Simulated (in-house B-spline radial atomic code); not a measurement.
# Rb: binding energies from hole states

Wanted: ΔSCF binding energies of Rb.

Program: in-house B-spline radial atomic code version 1. Level of theory: Dirac-Coulomb PBE, spherical fractional occupations, Fermi nucleus, basis-set limit. These are calculated values, not measurements, unless marked.

**1. Starting point**

| Property | Result |
| --- | --- |
| element | rubidium (Z = 37) |
| charge | 0 |
| electrons | 37 |
| configuration | [Kr] 5s1 |
| Hamiltonian | Dirac-Coulomb |
| nucleus | Fermi, rms radius 4.204 fm |

Outer shells as boxes (Hund's rule):

[Kr] 5s1
```
[Kr] core
5s [↑ ]
```

The boxes only draw the filling; these runs are spin-restricted and spherical.

**2. The parent atom**

Settings, as recorded:

```ini
Z = 37
electrons = 37.0
configuration = [Kr] 5s1
hamiltonian = dirac
method = pbe,pbe
spin_polarised = False
nucleus = fermi
rms_radius = 4.2036
mass_number = 85
atomic_mass = 84.91178973604
speed_of_light = 137.035999084
```

**3. The 1s hole**

Settings: those of step 2 with these lines changed.

```diff
@@ -1,4 +1,4 @@
 Z = 37
-electrons = 37.0
-configuration = [Kr] 5s1
+electrons = 36.0
+configuration = 1s1 2s2 2p6 3s2 3p6 3d10 4s2 4p6 5s1
 hamiltonian = dirac
```

**4. The 2s hole**

Settings: those of step 3 with these lines changed.

```diff
@@ -2,3 +2,3 @@
 electrons = 36.0
-configuration = 1s1 2s2 2p6 3s2 3p6 3d10 4s2 4p6 5s1
+configuration = 1s2 2s1 2p6 3s2 3p6 3d10 4s2 4p6 5s1
 hamiltonian = dirac
```

**5. The 2p1/2 hole**

In configurations, a minus sign after the shell means j = l − 1/2 and a plus sign j = l + 1/2; the count of electrons follows.

Settings: those of step 4 with these lines changed.

```diff
@@ -2,3 +2,3 @@
 electrons = 36.0
-configuration = 1s2 2s1 2p6 3s2 3p6 3d10 4s2 4p6 5s1
+configuration = 1s2 2s2 2p-1 2p+4 3s2 3p6 3d10 4s2 4p6 5s1
 hamiltonian = dirac
```

**6. The 2p3/2 hole**

Settings: those of step 5 with these lines changed.

```diff
@@ -2,3 +2,3 @@
 electrons = 36.0
-configuration = 1s2 2s2 2p-1 2p+4 3s2 3p6 3d10 4s2 4p6 5s1
+configuration = 1s2 2s2 2p-2 2p+3 3s2 3p6 3d10 4s2 4p6 5s1
 hamiltonian = dirac
```

**7. The 3s hole**

Settings: those of step 6 with these lines changed.

```diff
@@ -2,3 +2,3 @@
 electrons = 36.0
-configuration = 1s2 2s2 2p-2 2p+3 3s2 3p6 3d10 4s2 4p6 5s1
+configuration = 1s2 2s2 2p6 3s1 3p6 3d10 4s2 4p6 5s1
 hamiltonian = dirac
```

**8. The 3p1/2 hole**

Settings: those of step 7 with these lines changed.

```diff
@@ -2,3 +2,3 @@
 electrons = 36.0
-configuration = 1s2 2s2 2p6 3s1 3p6 3d10 4s2 4p6 5s1
+configuration = 1s2 2s2 2p6 3s2 3p-1 3p+4 3d10 4s2 4p6 5s1
 hamiltonian = dirac
```

**9. The 3p3/2 hole**

Settings: those of step 8 with these lines changed.

```diff
@@ -2,3 +2,3 @@
 electrons = 36.0
-configuration = 1s2 2s2 2p6 3s2 3p-1 3p+4 3d10 4s2 4p6 5s1
+configuration = 1s2 2s2 2p6 3s2 3p-2 3p+3 3d10 4s2 4p6 5s1
 hamiltonian = dirac
```

Before running: What does each hole state cost in eV, and how does that compare with the orbital energies or single holes?

**Answer**, as computed:

| hole | ΔSCF (eV) | with Breit, QED, recoil (eV) | −ε of the parent (eV) | −ε less ΔSCF (eV) |
| --- | --- | --- | --- | --- |
| 1s | 15261.2 | 15229.7 | 15027.7 | -233.49 |
| 2s | 2045.00 | 2041.88 | 2007.12 | -37.88 |
| 2p1/2 | 1867.41 | 1864.43 | 1820.42 | -46.99 |
| 2p3/2 | 1805.05 | 1803.05 | 1759.63 | -45.41 |
| 3s | 311.36 | 310.96 | 297.85 | -13.51 |
| 3p1/2 | 244.46 | 244.13 | 230.97 | -13.49 |
| 3p3/2 | 235.11 | 234.93 | 221.84 | -13.27 |

**Reading.** With PBE the orbital energies fall short of the binding energies, by 233.5 eV for 1s: an electron's repulsion with itself pushes the levels up, so −ε is no binding energy here. The difference of the 1s and 2p3/2 holes gives a Kα1 line at 13426.6 eV for this charge state (with Breit, QED and recoil). The spin-orbit splitting of the 2p hole is 61.38 eV with those corrections. Values are for the free atom, measured from the vacuum level.
